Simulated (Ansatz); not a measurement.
# SiH3Br (singlet): correlated methods under varied settings at a displaced geometry (v2)

What do other methods and options give for SiH3Br (singlet) at this geometry, and how long do they take?

Computed with Ansatz 0.2.0, Gaussian basis. Level: the settings change from run to run.

15 further runs of the same task are left out: 1 for a known fault of the program, 6 that didn't finish, 8 set aside as unsound or not needed.

## (1) The system

The geometry is a PBE0/def2-TZVP stationary point (not a proven minimum) with its atoms shifted at random (size 0.100 Å). No spin-orbit coupling is included. The filled d shell of Br may be among the frozen orbitals whatever the setting's name suggests; the logs give the count.

5 atoms, charge 0, spin multiplicity 1.

Atoms are counted from 1 here; the program's logs count them from 0.

Bond lengths: Si1–Br2 2.055 Å, Si1–H3 1.489 Å, Si1–H4 1.539 Å, Si1–H5 1.630 Å. Angles: Br2–Si1–H3 111.7°, Br2–Si1–H4 107.8°, Br2–Si1–H5 111.1°, H3–Si1–H4 110.8°, H3–Si1–H5 109.0°, H4–Si1–H5 106.4°.

## (2) BCCD(T)/cc-pVDZ

in.yaml reads:

```yaml
crystal:
  periodic: [false, false, false]
  atoms:
    - {symbol: Si, position_ang: [-1.464364, -0.015106, -0.003909]}
    - {symbol: Br, position_ang: [0.590362, 0.008549, 0.002187]}
    - {symbol: H, position_ang: [-2.029818, 1.362398, 0.002511]}
    - {symbol: H, position_ang: [-1.929185, -0.801611, 1.234547]}
    - {symbol: H, position_ang: [-2.038292, -0.817585, -1.301524]}
basis:
  gaussian: {orbitals: cc-pVDZ}
magnetization: {spin_polarized: true, initial_magnetization: 0}
hamiltonian: {xc: {name: PBE}}
correlation: {method: bccd_t, electrons: outside_noble_gas}
output: {forces: true}
```

Run with:

```console
$ ansatz run in.yaml --threads 1 --pin off --events-out ev --progress --plain --max-ram 2393MiB
```

Standard output, shortened:

```text
Functional definition: PBE
  name "PBE"
  cite "Perdew, Burke & Ernzerhof, Phys. Rev. Lett. 77, 3865 (1996) doi:10.1103/PhysRevLett.77.3865"
  parent pbe
[...]
626 factors; integrals over basis functions are off by at most 9.9e-4 eV
[...]
mean field -77957.49914532 eV, -2864.8852520996 hartree, gradient 9.3e-6 eV, S^2 0.000000; 0 other end points of the search recorded, 0 dependent functions left out
19 core orbitals not correlated: weight in the atoms' cores, before any rotation towards them, 1.000 or more for the frozen orbitals, at most 0.000 for the correlated occupied ones
reference -77907.79115113 eV, -2863.0585170067 hartree; 7, 7 occupied and 34, 34 virtual orbitals, 626 factors
second order -6.21575145 eV of doubles, -0.29277134 eV of singles
cycle   1  -7.04629827 eV  change   -5.5e-1 eV  update   5.9e-2
[...]
cycle   9  -7.26100649 eV  change    3.9e-7 eV  update   2.2e-6
perturbative correction -0.14370152 eV, -0.0052809336 hartree
[...]
Total energy: -77915.19585915 eV, -2863.3306350072 hartree
Atom 0 at    -1.464364    -0.015106    -0.003909 Å, force    -5.222249    -1.596755    -0.737473 eV/Å
Atom 1 at     0.590362     0.008549     0.002187 Å, force     4.456666     0.132425    -0.082398 eV/Å
Atom 2 at    -2.029818     1.362398     0.002511 Å, force    -0.002638    -0.033098     0.008628 eV/Å
Atom 3 at    -1.929185    -0.801611     1.234547 Å, force     0.102760     0.509163    -0.635333 eV/Å
Atom 4 at    -2.038292    -0.817585    -1.301524 Å, force     0.665461     0.988266     1.446576 eV/Å
Dipole moment:    -0.062294     0.046958     0.018272 e Å
```

It took 11 s on 1 thread of Arm Neoverse V1, shared host; peak memory 0.26 GiB.

From the report: ⟨S²⟩ of the determinant 0.000 (pure singlet: 0.00); correlation -7.4047 eV; largest double amplitude 0.03.

## (3) NEVPT2(6,4)/6-31G

Changes to in.yaml since step 2:

```diff
@@ -9,6 +9,5 @@
 basis:
-  gaussian: {orbitals: cc-pVDZ}
-magnetization: {spin_polarized: true, initial_magnetization: 0}
-hamiltonian: {xc: {name: PBE}}
-correlation: {method: bccd_t, electrons: outside_noble_gas}
+  gaussian: {orbitals: 6-31G}
+hamiltonian: {pseudopotentials: {relativity: scalar}}
+correlation: {method: sc_nevpt2, electrons: valence, active_space: {window: {electrons: 6, orbitals: 4}, states: [{multiplicity: 1, weights: [1, 0.5, 1]}, {multiplicity: 3, weights: [1]}]}}
 output: {forces: true}
```

Launched as before.

Standard output, shortened:

```text
Functional definition: HF
  name "HF"
  cite "Fock, Z. Phys. 61, 126 (1930) doi:10.1007/BF01340294"
  parent pbe
[...]
872 factors; integrals over basis functions are off by at most 7.0e-8 eV
[...]
mean field -78594.56161954 eV, -2888.2968662108 hartree, gradient 2.6e-6 eV, S^2 0.000000; 0 other end points of the search recorded, 0 dependent functions left out
reference -78594.56161954 eV, -2888.2968662108 hartree; 26, 26 occupied and 22, 22 virtual orbitals, 872 factors
state -78594.45250819 eV, -2888.2928564427 hartree
state -78586.70935032 eV, -2888.0083006393 hartree
state -78586.65860735 eV, -2888.0064358697 hartree
state -78594.45250819 eV, -2888.2928564427 hartree; corrected -78600.74860917 eV, -2888.5242338859 hartree
state -78586.70935032 eV, -2888.0083006393 hartree; corrected -78593.07005586 eV, -2888.2420522567 hartree
state -78586.65860735 eV, -2888.0064358697 hartree; corrected -78592.96600978 eV, -2888.2382286337 hartree
state -78587.12094021 eV, -2888.0234262890 hartree
state -78587.12094021 eV, -2888.0234262890 hartree; corrected -78593.44157365 eV, -2888.2557052837 hartree
[...]
WARN: the results are in doubt because close orbitals or states may skew the forces
Total energy: -78595.34034872 eV, -2888.3254839805 hartree
Relativity: scalar
Atom 0 at    -1.464364    -0.015106    -0.003909 Å, force    -9.815873    -1.339576    -0.887872 eV/Å
Atom 1 at     0.590362     0.008549     0.002187 Å, force     9.447081     0.097376     0.098658 eV/Å
Atom 2 at    -2.029818     1.362398     0.002511 Å, force    -0.187873     0.184189     0.000335 eV/Å
Atom 3 at    -1.929185    -0.801611     1.234547 Å, force     0.145446     0.289421    -0.429488 eV/Å
Atom 4 at    -2.038292    -0.817585    -1.301524 Å, force     0.411220     0.768591     1.218367 eV/Å
Dipole moment:     0.294847     0.025707     0.020587 e Å
In doubt: close orbitals or states may skew the forces
```

Wall time 6.5 s (1 thread of Arm Neoverse V1, shared host).

From the report: 16 determinants; active occupations (of the averaged states) 1.99, 1.73, 1.56, 0.72. The program marks this result as in doubt; its last lines say why.

## (4) CCSD/def2-SVPD

in.yaml reads:

```yaml
crystal:
  periodic: [false, false, false]
  atoms:
    - {symbol: Si, position_ang: [-1.464364, -0.015106, -0.003909]}
    - {symbol: Br, position_ang: [0.590362, 0.008549, 0.002187]}
    - {symbol: H, position_ang: [-2.029818, 1.362398, 0.002511]}
    - {symbol: H, position_ang: [-1.929185, -0.801611, 1.234547]}
    - {symbol: H, position_ang: [-2.038292, -0.817585, -1.301524]}
basis:
  gaussian: {orbitals: def2-SVPD}
magnetization: {spin_polarized: false}
hamiltonian: {xc: {name: B3LYP}}
correlation: {method: ccsd, electrons: outside_noble_gas}
output: {forces: true}
```

The command is unchanged.

Standard output, shortened:

```text
Functional definition: B3LYP
  name "B3LYP"
  cite "Stephens, Devlin, Chabalowski & Frisch, J. Phys. Chem. 98, 11623 (1994) doi:10.1021/j100096a001"
  cite "Becke, Phys. Rev. A 38, 3098 (1988) doi:10.1103/PhysRevA.38.3098"
  cite "Lee, Yang & Parr, Phys. Rev. B 37, 785 (1988) doi:10.1103/PhysRevB.37.785"
  cite "Vosko, Wilk & Nusair, Can. J. Phys. 58, 1200 (1980) doi:10.1139/p80-159"
[...]
860 factors; integrals over basis functions are off by at most 9.9e-4 eV
[...]
mean field -77963.77441320 eV, -2865.1158639409 hartree, gradient 9.0e-6 eV, S^2 0.000000; 0 other end points of the search recorded, 0 dependent functions left out
19 core orbitals not correlated: weight in the atoms' cores, before any rotation towards them, 1.000 or more for the frozen orbitals, at most 0.000 for the correlated occupied ones
reference -77897.91687625 eV, -2862.6956440978 hartree; 7, 7 occupied and 63, 63 virtual orbitals, 860 factors
second order -6.59858328 eV of doubles, -0.21025633 eV of singles
cycle   1  -7.36604137 eV  change   -5.6e-1 eV  update   5.7e-2
[...]
cycle   8  -7.59009426 eV  change   -7.2e-6 eV  update   9.6e-6
[...]
Total energy: -77905.50697051 eV, -2862.9745749172 hartree
Atom 0 at    -1.464364    -0.015106    -0.003909 Å, force    -5.160760    -1.578976    -0.714524 eV/Å
Atom 1 at     0.590362     0.008549     0.002187 Å, force     4.202866     0.126174    -0.083654 eV/Å
Atom 2 at    -2.029818     1.362398     0.002511 Å, force     0.070052    -0.146160     0.007751 eV/Å
Atom 3 at    -1.929185    -0.801611     1.234547 Å, force     0.164293     0.566930    -0.728006 eV/Å
Atom 4 at    -2.038292    -0.817585    -1.301524 Å, force     0.723549     1.032032     1.518433 eV/Å
Dipole moment:    -0.069972     0.044173     0.018095 e Å
```

Run time: 11 s. Hardware: 1 thread of Arm Neoverse V1, shared host; peak memory 0.26 GiB.

From the report: correlation -7.5901 eV; T1 0.013; largest double amplitude 0.02. The orbitals are Kohn-Sham ones, so correlation energy and T1 don't compare with those on Hartree-Fock orbitals.

## (5) CASSCF(2,10)/cc-pVDZ

Changes to in.yaml since step 4:

```diff
@@ -9,6 +9,4 @@
 basis:
-  gaussian: {orbitals: def2-SVPD}
-magnetization: {spin_polarized: false}
-hamiltonian: {xc: {name: B3LYP}}
-correlation: {method: ccsd, electrons: outside_noble_gas}
-output: {forces: true}
+  gaussian: {orbitals: cc-pVDZ}
+correlation: {active_space: {window: {electrons: 2, orbitals: 10}, states: [{multiplicity: 1, weights: [1, 1]}, {multiplicity: 3, weights: [1]}]}}
+scf: {lower_state_search: light}
```

The command is unchanged.

Standard output:

```text
Functional definition: HF
  name "HF"
  cite "Fock, Z. Phys. 61, 126 (1930) doi:10.1007/BF01340294"
  parent pbe
  exchange = exact_x
  correlation = 0
1158 factors; integrals over basis functions are off by at most 1.9e-7 eV
mean field evaluation 1: about -77907.7994 eV, gradient 1.1e1 eV
mean field evaluation 2: about -77907.8026 eV, gradient 1.1e1 eV
mean field evaluation 4: about -77908.3892 eV, gradient 1.2e0 eV
mean field evaluation 8: about -77908.3954 eV, gradient 3.4e-6 eV
mean field -77908.39535114 eV, -2863.0807209473 hartree, gradient 1.7e-6 eV, S^2 0.000000; 0 other end points of the search recorded, 0 dependent functions left out
reference -77908.39535114 eV, -2863.0807209473 hartree; 26, 26 occupied and 34, 34 virtual orbitals, 1158 factors
state -77908.54018219 eV, -2863.0860433903 hartree
state -77899.82360494 eV, -2862.7657150846 hartree
state -77900.29532712 eV, -2862.7830505549 hartree
Total energy: -77902.88637142 eV, -2862.8782696766 hartree
```

Wall time 21 s (1 thread of Arm Neoverse V1, shared host); peak memory 0.25 GiB.

From the report: 100 determinants; active occupations (of the averaged states) 1.32, 0.66, 0.01, 0.00, 0.00, 0.00, 0.00, 0.00, 0.00, 0.00.

## (6) All runs side by side

Where basis and cores are those of an earlier RCCSDT(Q)/cc-pVDZ run (-77915.4670 eV), and the state is the same kind, the miss against it is given. † marks a result that the program doubts.

```tsv
level	correlated	functions	energy (eV)	from RCCSDT(Q) (meV)	time
BCCD(T)/cc-pVDZ (on PBE orbitals)	outside noble gas	60	-77915.1959	271.2	11 s
NEVPT2(6,4)/6-31G (mean of several states, relativity set) †	valence	48	-78595.3403		6.5 s
CCSD/def2-SVPD (on B3LYP orbitals)	outside noble gas	89	-77905.5070		11 s
CASSCF(2,10)/cc-pVDZ (mean of several states)		60	-77902.8864		21 s
```

## (7) What came out

```
quantity                                                                value
    runs                                                                    4
quickest  NEVPT2(6,4)/6-31G (mean of several states, relativity set) †, 6.5 s
 slowest                  CASSCF(2,10)/cc-pVDZ (mean of several states), 21 s
```

In words: Total energies in different bases, with other cores or another treatment of relativity can't be set against each other. CASSCF(2,10)/cc-pVDZ (mean of several states) took 3 times as long as NEVPT2(6,4)/6-31G (mean of several states, relativity set) †; the jobs differ in more than the method. Cores frozen from Kohn-Sham orbitals shift the total energy.
